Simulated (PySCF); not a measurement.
# trans-Zr(NH3)2Br4: geometry, NMR shifts and electronic excitations

Aim: predict the NMR shifts and electronic excitations of trans-Zr(NH3)2Br4 (`[NH3]->[Zr](<-[NH3])([Br])([Br])([Br])[Br]`).

The runs use PySCF 2.14.0, with density-fitted response routines of our own; the level of theory stands in each step. All values are computed, except where a source is named. Atoms count from 0, in the outputs and in this text.

### 1 Starting geometry

13 atoms, charge 0, multiplicity 1; geometry from: GFN2-xTB. The atoms were then displaced at random by about 0.03 Å, so the start is not that level's minimum.

Bonds of the start (Å): Zr0–N1 2.37, Zr0–N5 2.41, Zr0–Br9 2.50, Zr0–Br10 2.66, Zr0–Br11 2.64, Zr0–Br12 2.46, N1–H2 1.05, N1–H3 1.14, N1–H4 1.02, N5–H6 1.03, N5–H7 0.98, N5–H8 1.01.

### 2 Optimising the geometry at PBE0-D3(BJ)/def2-SVP

The job: settings as JSON, then the geometry in Å.

```
{"job": {"xc": "PBE0", "basis": "def2-SVP", "d3": "d3bj", "grid": 1, "maxiter": 40, "shake": 0.03, "kind": "geom"}, "charge": 0, "multiplicity": 1}
Zr     0.068330    -0.071910     0.012540
N     -0.019570    -0.030600     2.383660
H     -0.487800     0.831700     2.748540
H      1.045690    -0.084460     2.772970
H     -0.554050    -0.834660     2.718180
N     -0.011470     0.028970    -2.397980
H      0.513740     0.834460    -2.768190
H     -0.911130     0.039650    -2.783740
H      0.465640    -0.801470    -2.714720
Br     2.563310    -0.010860     0.028340
Br    -2.585590     0.004360     0.060500
Br     0.028610     2.571890     0.018740
Br    -0.085060    -2.529170    -0.056640
```

Run with:

```
$ OMP_NUM_THREADS=1 python probes_run.py task.json out
```

The driver reads the jobs from task.json and runs them one after another.

What it wrote:

```text
step   0  E = -10454.50573388  max force = 0.067297
step   1  E = -10454.52205417  max force = 0.007704
step   2  E = -10454.52292472  max force = 0.005120
step   3  E = -10454.52335185  max force = 0.003921
step   4  E = -10454.52347464  max force = 0.001030
step   5  E = -10454.52349315  max force = 0.000488
step   6  E = -10454.52350857  max force = 0.001033
step   7  E = -10454.52327951  max force = 0.004980
step   8  E = -10454.52350773  max force = 0.002750
step   9  E = -10454.52351562  max force = 0.002870
step  10  E = -10454.52358108  max force = 0.002197
step  11  E = -10454.52364814  max force = 0.001461
step  12  E = -10454.52369611  max force = 0.000953
step  13  E = -10454.52373534  max force = 0.000766
step  14  E = -10454.52376923  max force = 0.000817
step  15  E = -10454.52379938  max force = 0.000841
step  16  E = -10454.52382801  max force = 0.001110
step  17  E = -10454.52385774  max force = 0.001378
step  18  E = -10454.52388832  max force = 0.001261
step  19  E = -10454.52391241  max force = 0.001034
step  20  E = -10454.52393633  max force = 0.000918
step  21  E = -10454.52394888  max force = 0.000925
step  22  E = -10454.52396176  max force = 0.000822
step  23  E = -10454.52396640  max force = 0.000850
step  24  E = -10454.52397029  max force = 0.000819
step  25  E = -10454.52397159  max force = 0.000815
step  26  E = -10454.52397234  max force = 0.000810
step  27  E = -10454.52397267  max force = 0.000808
step  28  E = -10454.52397285  max force = 0.000807
step  29  E = -10454.52397298  max force = 0.000806
step  30  E = -10454.52397312  max force = 0.000805
step  31  E = -10454.52397325  max force = 0.000804
step  32  E = -10454.52397338  max force = 0.000803
step  33  E = -10454.52397352  max force = 0.000802
step  34  E = -10454.52397366  max force = 0.000801
step  35  E = -10454.52397379  max force = 0.000800
step  36  E = -10454.52397392  max force = 0.000799
step  37  E = -10454.52397405  max force = 0.000798
step  38  E = -10454.52397418  max force = 0.000797
step  39  E = -10454.52397431  max force = 0.000796
step  40  E = -10454.52397444  max force = 0.000795
optimisation not converged
```

It took 35 min on 1 thread of Arm Neoverse V1, shared host; peak memory 1.6 GiB.

The steps of the relaxation: (not every step is listed) (the energy doesn't fall at every step)

| step | energy from step 0 (eV) | largest force component (eV/Å) |
| --- | --- | --- |
| 0 | 0.0000 | 3.4606 |
| 1 | -0.4441 | 0.3962 |
| 2 | -0.4678 | 0.2633 |
| 3 | -0.4794 | 0.2016 |
| 4 | -0.4828 | 0.0530 |
| 5 | -0.4833 | 0.0251 |
| 6 | -0.4837 | 0.0531 |
| 7 | -0.4774 | 0.2561 |
| 8 | -0.4837 | 0.1414 |
| 10 | -0.4856 | 0.1130 |
| 12 | -0.4888 | 0.0490 |
| 14 | -0.4908 | 0.0420 |
| 16 | -0.4924 | 0.0571 |
| 18 | -0.4940 | 0.0648 |
| 20 | -0.4953 | 0.0472 |
| 22 | -0.4960 | 0.0423 |
| 24 | -0.4962 | 0.0421 |
| 26 | -0.4963 | 0.0417 |
| 28 | -0.4963 | 0.0415 |
| 30 | -0.4963 | 0.0414 |
| 32 | -0.4963 | 0.0413 |
| 34 | -0.4963 | 0.0412 |
| 35 | -0.4963 | 0.0411 |
| 36 | -0.4963 | 0.0411 |
| 37 | -0.4963 | 0.0410 |
| 38 | -0.4963 | 0.0410 |
| 39 | -0.4963 | 0.0409 |
| 40 | -0.4964 | 0.0409 |

Distances of close pairs at the start and the end, largest changes first:

```
    bond  before (Å)  after (Å)  change (Å)
   N1–H3       1.135      1.022      -0.114
Zr0–Br12       2.463      2.569      +0.106
Zr0–Br10       2.655      2.567      -0.088
Zr0–Br11       2.644      2.568      -0.076
 Zr0–Br9       2.496      2.569      +0.073
  Zr0–N5       2.414      2.348      -0.066
   N5–H7       0.979      1.022      +0.043
   N1–H2       1.047      1.022      -0.025
```

The final coordinates are the input of the step that follows.

The optimisation stopped before it met its thresholds, so this geometry is not quite a stationary point, and what follows inherits that.

```csv
at the end point,value
point group (found at 0.08 Å tolerance),C1
"rotational constants (GHz, main isotopes)","0.403, 0.403, 0.245"
dipole moment (D),0.14
```

### 3 Nuclear shieldings: PBE0/def2-TZVP+pcSseg-1

The job: settings as JSON, then the geometry in Å.

```
{"job": {"kind": "nmr", "xc": "PBE0", "basis": {"default": "pcSseg-1", "Zr": "def2-TZVP"}}, "charge": 0, "multiplicity": 1}
Zr     0.009255     0.023404     0.002654
N     -0.007071    -0.111295     2.346949
H     -0.394034     0.734293     2.770022
H      0.937950    -0.244075     2.711916
H     -0.580457    -0.899032     2.654669
N      0.017409     0.078437    -2.344187
H      0.555662     0.872435    -2.695326
H     -0.937556     0.173672    -2.696280
H      0.405945    -0.779832    -2.738892
Br     2.552399    -0.239718     0.254479
Br    -2.528940     0.280698     0.290397
Br     0.261210     2.569919    -0.212106
Br    -0.261123    -2.511005    -0.322096
```

Method: GIAO PBE0/pcSseg-1 Zr:def2-TZVP NMR shielding, scalar relativity only through core potentials, gas phase.

What it wrote:

```text
coarse grid: 62608 points
cycle   1  E = -10452.7851211211  dE = -8.063e+00  |g| = 3.248e+00  |ddm| = 5.781e+00
cycle   2  E = -10451.4719554261  dE =  1.313e+00  |g| = 3.432e+00  |ddm| = 5.944e+00
cycle   3  E = -10454.6714113672  dE = -3.199e+00  |g| = 5.133e-01  |ddm| = 4.682e+00
cycle   4  E = -10454.7129923584  dE = -4.158e-02  |g| = 3.242e-01  |ddm| = 6.994e-01
cycle   5  E = -10454.7340593464  dE = -2.107e-02  |g| = 9.842e-02  |ddm| = 2.716e-01
cycle   6  E = -10454.7361562081  dE = -2.097e-03  |g| = 1.221e-02  |ddm| = 7.206e-02
cycle   7  E = -10454.7361883309  dE = -3.212e-05  |g| = 3.406e-03  |ddm| = 1.318e-02
cycle   8  E = -10454.7361909595  dE = -2.629e-06  |g| = 1.170e-03  |ddm| = 4.750e-03
final grid: 120920 points
cycle   9  E = -10454.7361291916  dE =  3.188e-07  |g| = 1.609e-03  |ddm| = 3.192e-03
cycle  10  E = -10454.7361262037  dE =  2.988e-06  |g| = 3.445e-03  |ddm| = 5.029e-03
cycle  11  E = -10454.7361298784  dE = -3.675e-06  |g| = 4.065e-04  |ddm| = 3.656e-03
cycle  12  E = -10454.7361298941  dE = -1.570e-08  |g| = 1.597e-05  |ddm| = 2.732e-04
cycle  13  E = -10454.7361298941  dE = -6.366e-11  |g| = 9.334e-06  |ddm| = 2.739e-05
converged SCF energy = -10454.7361298941

GIAO shielding tensors (ppm)
atom      isotropic    diamagn.    paramagn.     s11        s22        s33       span
  0 Zr         nan         nan         nan        nan        nan        nan        nan
  1 N      222.797     316.958     -94.161    210.214    224.476    233.700     23.486
  2 H       28.797      28.480       0.317     24.157     25.443     36.791     12.634
  3 H       28.067      28.955      -0.888     21.605     25.691     36.905     15.300
  4 H       28.629      28.609       0.020     24.173     25.271     36.442     12.269
  5 N      222.814     317.004     -94.191    210.622    223.326    234.493     23.871
  6 H       28.279      28.783      -0.504     22.460     25.863     36.515     14.055
  7 H       28.831      28.454       0.377     24.300     25.172     37.022     12.722
  8 H       28.386      28.802      -0.416     22.721     25.873     36.564     13.843
  9 Br    1671.919    3126.222   -1454.303   1016.366   1468.592   2530.799   1514.433
 10 Br    1685.321    3126.293   -1440.972   1034.186   1492.220   2529.556   1495.370
 11 Br    1662.914    3126.263   -1463.349    985.156   1482.375   2521.211   1536.055
 12 Br    1692.923    3126.285   -1433.362   1060.664   1481.804   2536.302   1475.637
```

It took 2 min on 1 thread of Arm Neoverse V1, shared host; peak memory 1.6 GiB.

The references, computed at this level on geometries of the same kind, shield at (ppm): 1H TMS 31.27, 15N NH3 265.7, 79Br HBr 2584. Their shielding less the atom's gives the shift. The references are single molecules in the gas phase, so shifts against H2O, NH3, PH3, H3PO4 or CFCl3 are not on the usual liquid scales and can be off by tens of ppm. Atoms listed in one row are averaged.

```csv
atoms,environment,σ (ppm),δ (ppm)
"H2, H3, H4, H6, H7, H8",hydrogen on a nitrogen bonded to Zr,28.50,2.77
"N1, N5","nitrogen bonded to Zr, 3 H",222.8,42.9
"Br9, Br10, Br11, Br12",bromine bonded to Zr,1678,906
```

Atoms past Kr carry core potentials, so their printed shieldings have no meaning and are left out of the table.

The run also stored atomic charges by several schemes (e):

```csv
atoms,Mulliken,ESP fit
Zr0,1.00,0.44
"N1, N5",-0.51,-0.72
"Br9, Br10, Br11, Br12",-0.37,-0.26
```

Mayer bond orders: Zr0–N1 0.37, Zr0–N5 0.38, Zr0–Br9 1.03, Zr0–Br10 1.03, Zr0–Br11 1.03, Zr0–Br12 1.03.

With diffuse functions Mulliken charges and Mayer bond orders lose their meaning; the other schemes are steadier.

Orbitals, density, ELF and potential are computed afterwards from the orbital file.

Frontier orbitals at PBE0/def2-TZVP+pcSseg-1, with the share of their density that lies nearest to each atom:

```csv
orbital,energy (eV),lies on
HOMO,-7.27,4 Br atoms about 25 % each
LUMO,-2.42,"Zr0 70 %; Br11, Br12 about 9 % each"
```

ELF in a plane through or near 6 of the atoms.

Ten even steps from '0' (0.00) to '9' (0.99):
```
0000000000000000000000000000
0000000000011210000000000000
0000000001344543200000000000
0000000024678876520000000000
0000000146885478741000000000
0000000025873268740000000000
0000011002787677620000000000
0000499830145432100012100000
0000599985102662025554200000
0000257668527667368657510000
0000157558627777268557510000
0000389985201451025576410000
0000289820156665300156400000
0000000002773238740000000000
0000000025853647862000000000
0000000035873428862000000000
0000000023678887641000000000
0000000001244543210000000000
0000000000011211000000000000
0000000000000000000000000000
```
The map spans 10.7 Å across and 10.3 Å up, centred on the molecule. Atoms in the plane (x, y in Å): Zr0 (0.0, 0.0), N1 (2.3, 0.0), N5 (-2.3, 0.0), H6 (-2.7, 0.8), H8 (-2.7, -0.8), Br12 (-0.2, -2.5).

On the surface of density 0.002 e/bohr³ the electrostatic potential runs, from the 1st to the 99th percentile, from -1.04 V near Br9 to 2.43 V near H7.

### 4 TDDFT and polarisability: CAM-B3LYP/def2-SVPD

Same as in step 3 but for these lines:

```diff
@@ -1,2 +1,2 @@
-{"job": {"kind": "nmr", "xc": "PBE0", "basis": {"default": "pcSseg-1", "Zr": "def2-TZVP"}}, "charge": 0, "multiplicity": 1}
+{"job": {"kind": "uv", "xc": "CAM-B3LYP", "basis": "def2-SVPD", "ip": true, "nstates": 10}, "charge": 0, "multiplicity": 1}
 Zr     0.009255     0.023404     0.002654
```

Method: TDDFT CAM-B3LYP/def2-SVPD, vertical, gas phase, core orbitals frozen in the response.

What it wrote:

```text
coarse grid: 62608 points
cycle   1  E = -10455.6982041761  dE = -9.714e+00  |g| = 1.461e+00  |ddm| = 1.224e+01
cycle   2  E = -10455.4487403128  dE =  2.495e-01  |g| = 1.590e+00  |ddm| = 1.002e+01
cycle   3  E = -10456.2490629915  dE = -8.003e-01  |g| = 1.594e-01  |ddm| = 5.638e+00
cycle   4  E = -10456.2553027990  dE = -6.240e-03  |g| = 6.563e-02  |ddm| = 3.773e-01
cycle   5  E = -10456.2560839008  dE = -7.811e-04  |g| = 2.723e-02  |ddm| = 1.013e-01
cycle   6  E = -10456.2562661679  dE = -1.823e-04  |g| = 5.286e-03  |ddm| = 8.300e-02
cycle   7  E = -10456.2562775768  dE = -1.141e-05  |g| = 1.666e-03  |ddm| = 2.502e-02
cycle   8  E = -10456.2562791273  dE = -1.551e-06  |g| = 2.582e-04  |ddm| = 1.046e-02
final grid: 120920 points
cycle   9  E = -10456.2559903753  dE = -1.675e-07  |g| = 2.400e-04  |ddm| = 6.212e-03
cycle  10  E = -10456.2559903863  dE = -1.100e-08  |g| = 2.091e-04  |ddm| = 9.024e-04
cycle  11  E = -10456.2559903922  dE = -5.888e-09  |g| = 4.665e-05  |ddm| = 4.522e-04
cycle  12  E = -10456.2559903930  dE = -8.022e-10  |g| = 2.948e-05  |ddm| = 3.258e-04
converged SCF energy = -10456.2559903930

Static polarisability (au): isotropic 159.084, principal 129.851 173.679 173.723

Singlet excitations
state   eV       nm        f      main configurations
  1   3.8890    318.8   0.00096   H->L 0.99
  2   3.8930    318.5   0.00095   H->L+1 0.99
  3   4.2647    290.7   0.00004   H-1->L 0.38, H-2->L+1 0.31, H-2->L 0.17
  4   4.2780    289.8   0.00155   H->L+2 0.91
  5   4.2925    288.8   0.00005   H-1->L+1 0.28, H-2->L+1 0.27, H-2->L 0.24
  6   4.3453    285.3   0.00008   H-2->L 0.28, H-1->L 0.28, H-2->L+1 0.22
  7   4.3673    283.9   0.00546   H-1->L+1 0.38, H-2->L 0.28, H-2->L+1 0.18
  8   4.5419    273.0   0.00519   H-1->L+2 0.57, H-3->L 0.27, H-2->L+2 0.11
  9   4.5435    272.9   0.00544   H-2->L+2 0.58, H-3->L+1 0.26, H-1->L+2 0.11
 10   4.7810    259.3   0.00163   H-3->L+2 0.94

Triplet excitations (Tamm-Dancoff, eV): 3.8197 3.8256 3.9076 4.1877
Vertical ionisation energy (delta-SCF) = 9.2397 eV
```

It took 15 min on 1 thread of Arm Neoverse V1, shared host; peak memory 1.8 GiB.

Frontier orbitals and where they lie:

```csv
orbital,eV,atoms
HOMO−3,-9.27,"Br11 24 %, Br9 24 %, Br10 24 %"
HOMO−2,-9.02,"Br9 26 %, Br10 25 %, Br12 23 %"
HOMO−1,-9.02,"Br11 26 %, Br12 25 %, Br10 23 %"
HOMO,-8.51,"Br10 25 %, Br11 25 %, Br12 25 %"
LUMO,-1.43,"Zr0 70 %, Br11 10 %, Br12 9 %"
LUMO+1,-1.43,"Zr0 70 %, Br10 10 %, Br9 9 %"
LUMO+2,-1.21,"Zr0 70 %, Br10 7 %, Br12 7 %"
```

With each of the 10 states as a Gaussian band of 0.4 eV half-width at 1/e, the curve within the window shown has maxima at 277 nm (ε 720) L/(mol cm). Beyond the last state computed it falls off for lack of states. The curve at chosen wavelengths:

```csv
nm,ε (L/mol/cm)
244,118
249,207
255,348
260,476
265,594
270,680
276,724
281,710
286,658
292,565
297,478
302,393
307,318
313,243
318,194
323,155
328,123
334,93
339,74
344,58
350,42
355,32
360,24
365,18
371,12
376,9
```

Leading natural transition orbitals of singlet state 7: the hole lies on Br10, Br11, Br12 about 25 % each; Br9 21 %; the particle on Zr0 71 %; Br9, Br10 about 9 % each.

Leading natural transition orbitals of singlet state 1: the hole lies on Br11, Br12 about 27 % each; Br9, Br10 about 22 % each; the particle on Zr0 71 %; Br11, Br12 about 9 % each.

Further results of this job:

```csv
property,computed
dipole moment (D),0.12
polarisability (Å³),23.57
HOMO–LUMO gap (eV),7.08
−ε(HOMO) (eV),8.51
```

### 5 NMR shieldings: wB97X-D/def2-TZVP+pcSseg-1

Same as in step 4 but for these lines:

```diff
@@ -1,2 +1,2 @@
-{"job": {"kind": "uv", "xc": "CAM-B3LYP", "basis": "def2-SVPD", "ip": true, "nstates": 10}, "charge": 0, "multiplicity": 1}
+{"job": {"kind": "nmr", "xc": "wB97X-D", "basis": {"default": "pcSseg-1", "Zr": "def2-TZVP"}, "pop": false}, "charge": 0, "multiplicity": 1}
 Zr     0.009255     0.023404     0.002654
```

Level: GIAO wB97X-D/pcSseg-1 Zr:def2-TZVP NMR shielding, scalar relativity only through core potentials, gas phase.

What it wrote:

```text
coarse grid: 62608 points
cycle   1  E = -10455.8702656714  dE = -9.695e+00  |g| = 1.841e+00  |ddm| = 5.404e+00
cycle   2  E = -10455.8338041457  dE =  3.646e-02  |g| = 1.413e+00  |ddm| = 2.540e+00
cycle   3  E = -10456.2724911580  dE = -4.387e-01  |g| = 3.505e-01  |ddm| = 1.756e+00
cycle   4  E = -10456.3049611359  dE = -3.247e-02  |g| = 5.826e-02  |ddm| = 3.905e-01
cycle   5  E = -10456.3059675540  dE = -1.006e-03  |g| = 1.018e-02  |ddm| = 7.652e-02
cycle   6  E = -10456.3060003274  dE = -3.277e-05  |g| = 4.465e-03  |ddm| = 1.235e-02
cycle   7  E = -10456.3060095517  dE = -9.224e-06  |g| = 1.723e-03  |ddm| = 7.368e-03
final grid: 120920 points
cycle   8  E = -10456.3078257642  dE = -1.654e-04  |g| = 3.354e-03  |ddm| = 7.844e-02
cycle   9  E = -10456.3078266891  dE = -9.249e-07  |g| = 2.613e-03  |ddm| = 8.896e-03
cycle  10  E = -10456.3078283856  dE = -1.696e-06  |g| = 1.151e-03  |ddm| = 3.407e-03
cycle  11  E = -10456.3078287261  dE = -3.405e-07  |g| = 1.550e-04  |ddm| = 1.549e-03
cycle  12  E = -10456.3078287328  dE = -6.776e-09  |g| = 6.654e-05  |ddm| = 2.390e-04
cycle  13  E = -10456.3078287343  dE = -1.470e-09  |g| = 1.887e-05  |ddm| = 9.965e-05
cycle  14  E = -10456.3078287346  dE = -3.402e-10  |g| = 5.746e-06  |ddm| = 5.667e-05
converged SCF energy = -10456.3078287346

GIAO shielding tensors (ppm)
atom      isotropic    diamagn.    paramagn.     s11        s22        s33       span
  0 Zr         nan         nan         nan        nan        nan        nan        nan
  1 N      223.515     317.950     -94.435    210.576    225.722    234.245     23.669
  2 H       28.883      28.538       0.345     24.226     25.559     36.864     12.638
  3 H       28.173      29.035      -0.862     21.641     25.893     36.984     15.343
  4 H       28.721      28.683       0.038     24.227     25.428     36.510     12.283
  5 N      223.549     317.997     -94.448    210.827    224.643    235.176     24.349
  6 H       28.386      28.855      -0.469     22.531     26.026     36.599     14.068
  7 H       28.904      28.515       0.390     24.317     25.325     37.071     12.754
  8 H       28.486      28.878      -0.392     22.781     26.030     36.647     13.867
  9 Br    1759.193    3126.996   -1367.802   1132.717   1560.256   2584.606   1451.888
 10 Br    1770.740    3127.034   -1356.294   1147.784   1581.114   2583.322   1435.538
 11 Br    1748.747    3127.017   -1378.270   1098.837   1572.545   2574.860   1476.023
 12 Br    1780.049    3127.048   -1346.999   1177.385   1572.162   2590.599   1413.214
```

Wall time 2.1 min (1 thread of Arm Neoverse V1, shared host); peak memory 1.8 GiB.

This run: δ N1 40.5, Br9 811, H2 2.79 ppm (means over like atoms).

### 6 Comparing the runs: NMR shifts

Shifts (ppm), means over like atoms, with basis size and wall time:

| run | H2 | N1 | Br9 | functions | time |
| --- | --- | --- | --- | --- | --- |
| PBE0/def2-TZVP+pcSseg-1 | 2.77 | 42.9 | 906 | 268 | 2 min |
| wB97X-D/def2-TZVP+pcSseg-1 | 2.79 | 40.5 | 811 | 268 | 2.1 min |

### 7 Summary of results

```
                                                                          quantity                        value
                                                                       point group                           C1
                                              rotational constants (main isotopes)         0.40, 0.40, 0.24 GHz
  1H shifts against TMS (PBE0/def2-TZVP+pcSseg-1, means over atoms taken as alike)                     2.77 ppm
 15N shifts against NH3 (PBE0/def2-TZVP+pcSseg-1, means over atoms taken as alike)                     42.9 ppm
79Br shifts against HBr (PBE0/def2-TZVP+pcSseg-1, means over atoms taken as alike)                      906 ppm
                                             surface potential, 1st and 99th percentile           -1.04 V and 2.43 V
                                              lowest singlet (CAM-B3LYP/def2-SVPD)  3.89 eV (319 nm), f = 0.001
                                          brightest single state of those computed  state 7, 4.37 eV, f = 0.005
                                                                    lowest triplet                      3.82 eV
                                                 vertical ionisation energy (ΔSCF)                      9.24 eV
                                                         range of the shift of Br9               811 to 906 ppm
```

What this shows: The start was shaken at random, so part of the energy gained undoes that. The optimisation took 40 steps and gained 0.496 eV; among the close pairs (by a distance rule), N1–H3 changed most, from 1.135 to 1.022 Å. At PBE0/def2-TZVP+pcSseg-1: Shielding is most anisotropic at Br9, Br10, Br11, Br12 (span 1505 ppm, paramagnetic term -1448 ppm). By nearest atom (PBE0/def2-TZVP+pcSseg-1), the HOMO sits on 4 Br atoms about 25 % each and the LUMO on Zr0 70 %; Br11, Br12 about 9 % each. The first singlet state (HOMO→LUMO 0.99) lies at 3.89 eV and is dark; of the 10 states computed, the strongest absorption comes from states 8 to 9 together at 4.54 eV. The lowest triplet lies 0.07 eV below the lowest singlet (triplets in Tamm-Dancoff, singlets in full TDDFT). ΔSCF puts the ionisation energy at 9.24 eV, 0.73 eV above −ε(HOMO). Across the 2 runs the shift of Br9 (with its like atoms) moves most, between 811 (wB97X-D/def2-TZVP+pcSseg-1) and 906 ppm (PBE0/def2-TZVP+pcSseg-1). Spin-orbit coupling is left out, which matters for shieldings and couplings at and beside the heavy atoms.
